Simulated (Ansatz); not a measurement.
# AlRu, space group Pm-3m: a phonon calculation by linear response

With the Ansatz DFT code, driven from Python.

`POSCAR_alru`
```text
AlRu
1.0
   2.99160000    0.00000000    0.00000000
   0.00000000    2.99160000    0.00000000
   0.00000000    0.00000000    2.99160000
Al Ru
1 1
Direct
   0.00000000    0.00000000    0.00000000
   0.50000000    0.50000000    0.50000000
```

Typed at the interpreter:
```pycon
>>> from pathlib import Path
>>> import ansatz as az
>>> from ase.io import read
>>> import numpy as np
>>> SCF_TOL = 1e-08
>>> XC = 'PBE'
>>> SMEARING = 'fermi_dirac'
>>> KGRID = (10, 10, 10)
>>> atoms = read('POSCAR_alru', format='vasp')
>>> structure = az.Crystal.from_ase(atoms)
>>> len(structure.resolved().sites)
2
>>> calc = (
...     structure.calculation()
...     .scf(tolerance=SCF_TOL)
...     .functional(XC)
...     .occupations(SMEARING)
...     .kpoints(*KGRID)
...     .phonons('dfpt')
... )
>>> done = calc.run(threads=1, pin='off', runs_dir='runs')
DeckWarning: basis.ecutwfc = 420 eV, auto-derived from the records' recommended cutoffs: set by Al (normal level)
>>> ph = done.phonons
>>> print('Gamma modes (1/cm):', ' '.join(f'{w:.1f}' for w in ph.gamma_omega_inv_cm))
Gamma modes (1/cm): 0.0 0.0 0.0 315.7 315.7 315.7
>>> print('in meV:', ' '.join(f'{w * 0.1239842:.2f}' for w in ph.gamma_omega_inv_cm))
in meV: 0.00 0.00 0.00 39.14 39.14 39.14
```

Notes:
- The run is spin-unpolarised.
- The cell isn't relaxed first, so the values belong to this volume.
- The mesh is modest for a metal, so energies can be off by several to tens of meV an atom and pressures by half a GPa or more; differences at equal mesh fare better.
- The structure is a deposited one; some such entries were measured under pressure or heat, so a shift against it needn't be the functional's error alone.
- Warnings are shown shortened and without file and line.
- The structure is taken as given; imaginary modes can come from an unrelaxed or unstable start. Phonons of metals also depend on mesh and smearing.
- Hardware and time: 12 s on 1 thread of Arm Neoverse V1, with other jobs on the host, peak memory 0.55 GiB.

(Lines on the test bed's own set-up are left out of the output.)
